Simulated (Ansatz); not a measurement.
**ZrNH+ (doublet): from Hartree-Fock to the top rungs, def2-QZVPP**

An exercise on one series of results from a longer session: the logs are not shown, and one member is left open.

Computed with Ansatz 0.2.0, Gaussian basis. Level: def2-QZVPP, core rule «outside noble gas», up to 5 orbitals frozen.

Plan: UHF; ROHF; CCSD(T) on UHF.

### The geometry

The geometry is a PBE0/def2-TZVP stationary point (not a proven minimum) of the parent state, kept for this charge and spin. No spin-orbit coupling is included. Elements past krypton take def2 core potentials.

3 atoms, charge 1, spin multiplicity 2.

Atoms are counted from 1 here; the program's logs count them from 0.

Bond lengths: Zr1–N2 1.930 Å, N2–H3 1.019 Å. Angles: Zr1–N2–H3 180.0°.

Set-up of the first run:

in.yaml

```yaml
crystal:
  periodic: [false, false, false]
  atoms:
    - {symbol: Zr, position_ang: [0.000000, 0.000000, 1.626338]}
    - {symbol: N, position_ang: [0.000000, 0.000000, -0.303487]}
    - {symbol: H, position_ang: [0.000000, 0.000000, -1.322851]}
basis:
  gaussian: {orbitals: "def2-QZVPP.json"}
total_charge: 1
magnetization: {spin_polarized: true, initial_magnetization: 1}
hamiltonian: {xc: hf}
output: {orbitals: {seedname: orbitals}}
```

On the command line:

```
$ ansatz run in.yaml --threads 1 --pin off --events-out ev --progress --plain --max-ram 4096MiB --backend cpu
```

Steps of the session up to this table: UHF; ROHF; CCSD(T) on UHF.

One table of the session follows, with a row left open; its other results are not shown here.

It belongs to the step «Misses and costs». 

```
  method  from UCCSD(T) (kcal/mol)
    ROHF                         ?
     UHF                   +193.68
    UMP2                    +32.58
   UCCSD                    +11.75
UCCSD(T)                         0
```

**Question.** Estimate the row for ROHF.

As computed: from UCCSD(T) (kcal/mol): +208.76. In the column «from UCCSD(T) (kcal/mol)» it is the highest.

The program flags UCCSD(T) as in doubt (see the logs), so the zero of the table is itself unsure.

Caveats from the session: The determinant is far from a pure spin state, so its energy mixes those of several spin states (harmless only where they are near-degenerate, as at dissociation). The program flags UCCSD(T) as in doubt, so the zero of the table is itself unsure. Warnings: spin contamination; coupled cluster took another determinant than the lowest.
